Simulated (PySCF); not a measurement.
# [Pr(H2O)]3+: other functionals and bases at one geometry

Aim: see how levels, charges and forces of [Pr(H2O)]3+ depend on the level of theory. The structure is generated, not taken from experiment.

Program: PySCF 2.14.0. Level of theory: several levels, as the steps say, no spin–orbit coupling. These are calculated values, not measurements.

2 further runs of the same task are left out: 2 for a known fault of the program.

## Step 1: Where the work starts

4 atoms, charge 3, spin multiplicity 1.

Bond lengths: Pr1–O2 2.296 Å, O2–H3 1.003 Å, O2–H4 1.003 Å. Angles: Pr1–O2–H3 128.9°, Pr1–O2–H4 128.9°, H3–O2–H4 102.2°.

Coordinates:

```xyz
4

Pr    0.0000    0.0000   -0.1355
O     0.0000    0.0000    2.1608
H     0.7803    0.0000    2.7903
H    -0.7803    0.0000    2.7903
```

Formal oxidation states: Pr +3. Each metal's 2 4f electrons lie in its core potential, so multiplicities, spins and levels count the valence alone. An earlier session relaxed this geometry at B3LYP, Pr lcecp-1-SVP with ECP48, O def2-SVP, H def2-SVP (singlet, point group C2v).

At B3LYP on the finer grid: E = -107.953264 Eh, HOMO -27.08 eV, LUMO -20.51 eV, Mulliken charge on Pr1 +2.58 e, largest force component 0.007 eV/Å. 

Levels to run: revPBE; BP86; r2SCAN; TPSSh; B3LYP, TZVP. Hardware: 2 threads of Intel Xeon Platinum 8259CL at 2.50GHz (Skylake/Cascade Lake), shared host.

## Step 2: revPBE

run.py (the lines that set the calculation)

```python
mol = gto.M(atom='''
Pr     0.00000     0.00000    -0.13550
O      0.00000     0.00000     2.16079
H      0.78035     0.00000     2.79029
H     -0.78035     0.00000     2.79029''',
    basis={'Pr': 'lcecp-1-SVP', 'O': 'def2-SVP', 'H': 'def2-SVP'},
    ecp={'Pr': 'lcecp-1-SVP'},
    charge=3, spin=0)
mf = dft.RKS(mol, xc='PBE_R,PBE')
mf.grids.atom_grid = (75, 302)  # f atoms: unpruned, at least (60, 302)
mf = mf.density_fit()  # fitting sets: Pr AutoAux, O def2-universal-JKFIT, H def2-universal-JKFIT
mf.conv_tol = 1e-08; mf.max_cycle = 55
mf.kernel(dm0)  # dm0: the density of the relaxed state
```

On the command line:

```bash
$ OMP_NUM_THREADS=2 python run.py
```

## Step 3: BP86

Edit run.py (the lines that set the calculation) of step 2 so:

```diff
@@ -8,3 +8,3 @@
     charge=3, spin=0)
-mf = dft.RKS(mol, xc='PBE_R,PBE')
+mf = dft.RKS(mol, xc='B88,P86')
 mf.grids.atom_grid = (75, 302)  # f atoms: unpruned, at least (60, 302)
```

## Step 4: r2SCAN

Edit run.py (the lines that set the calculation) of step 3 so:

```diff
@@ -8,3 +8,3 @@
     charge=3, spin=0)
-mf = dft.RKS(mol, xc='B88,P86')
+mf = dft.RKS(mol, xc='R2SCAN')
 mf.grids.atom_grid = (75, 302)  # f atoms: unpruned, at least (60, 302)
```

## Step 5: TPSSh

Edit run.py (the lines that set the calculation) of step 4 so:

```diff
@@ -8,3 +8,3 @@
     charge=3, spin=0)
-mf = dft.RKS(mol, xc='R2SCAN')
+mf = dft.RKS(mol, xc='TPSSH')
 mf.grids.atom_grid = (75, 302)  # f atoms: unpruned, at least (60, 302)
```

## Step 6: B3LYP, TZVP

Basis: Pr lcecp-1-TZVP with ECP48, O def2-TZVP, H def2-TZVP. 

run.py (the lines that set the calculation)

```python
mol = gto.M(atom='''
Pr     0.00000     0.00000    -0.13550
O      0.00000     0.00000     2.16079
H      0.78035     0.00000     2.79029
H     -0.78035     0.00000     2.79029''',
    basis={'Pr': 'lcecp-1-TZVP', 'O': 'def2-TZVP', 'H': 'def2-TZVP'},
    ecp={'Pr': 'lcecp-1-TZVP'},
    charge=3, spin=0)
mf = dft.RKS(mol, xc='B3LYP')
mf.grids.atom_grid = (75, 302)  # f atoms: unpruned, at least (60, 302)
mf = mf.density_fit()  # fitting sets: Pr AutoAux, O def2-universal-JKFIT, H def2-universal-JKFIT
mf.conv_tol = 1e-08; mf.max_cycle = 55
mf.kernel(dm0)  # dm0: free metal ions and neutral atoms
```

What does the calculation give? Wanted: for each run, HOMO; gap; charge on Pr1; dipole; largest force.

The runs gave:

| level | state | HOMO (eV) | gap (eV) | charge on Pr1 (e) | dipole (D) | largest force (eV/Å) | basis functions | time |
| --- | --- | --- | --- | --- | --- | --- | --- | --- |
| B3LYP (relaxed here) | singlet | -27.08 | 6.58 | 2.58 | 2.62 | 0.01 | 57 | 4.8 s |
| revPBE | singlet | -25.70 | 4.58 | 2.54 | 2.88 | 0.26 | 57 | 2.9 s |
| BP86 | singlet | -25.85 | 4.74 | 2.54 | 2.89 | 0.49 | 57 | 2.7 s |
| r2SCAN | singlet | -26.00 | 5.53 | 2.59 | 2.61 | 0.05 | 57 | 3.6 s |
| TPSSh | singlet | -26.41 | 5.88 | 2.58 | 2.65 | 0.10 | 57 | 3.4 s |
| B3LYP, TZVP | singlet | -27.11 | 6.64 | 2.66 | 2.65 | 0.28 | 90 | 7.5 s |

Times are on 2 threads of Intel Xeon Platinum 8259CL at 2.50GHz (Skylake/Cascade Lake), shared host; the first row also made further properties. The dipole of a charged species depends on the origin, so these sizes hold for this origin alone.

In one basis the HOMO–LUMO gap runs from 4.58 eV (revPBE) to 6.58 eV (B3LYP). The largest leftover force, 0.49 eV/Å with BP86, stands at a geometry relaxed at another level. The Mulliken charge on Pr spans +2.54 to +2.66 e over the levels. With 4f in the core, its levels are missing from HOMO and gap. Total energies of different levels can't be compared. Spin–orbit coupling is left out throughout.
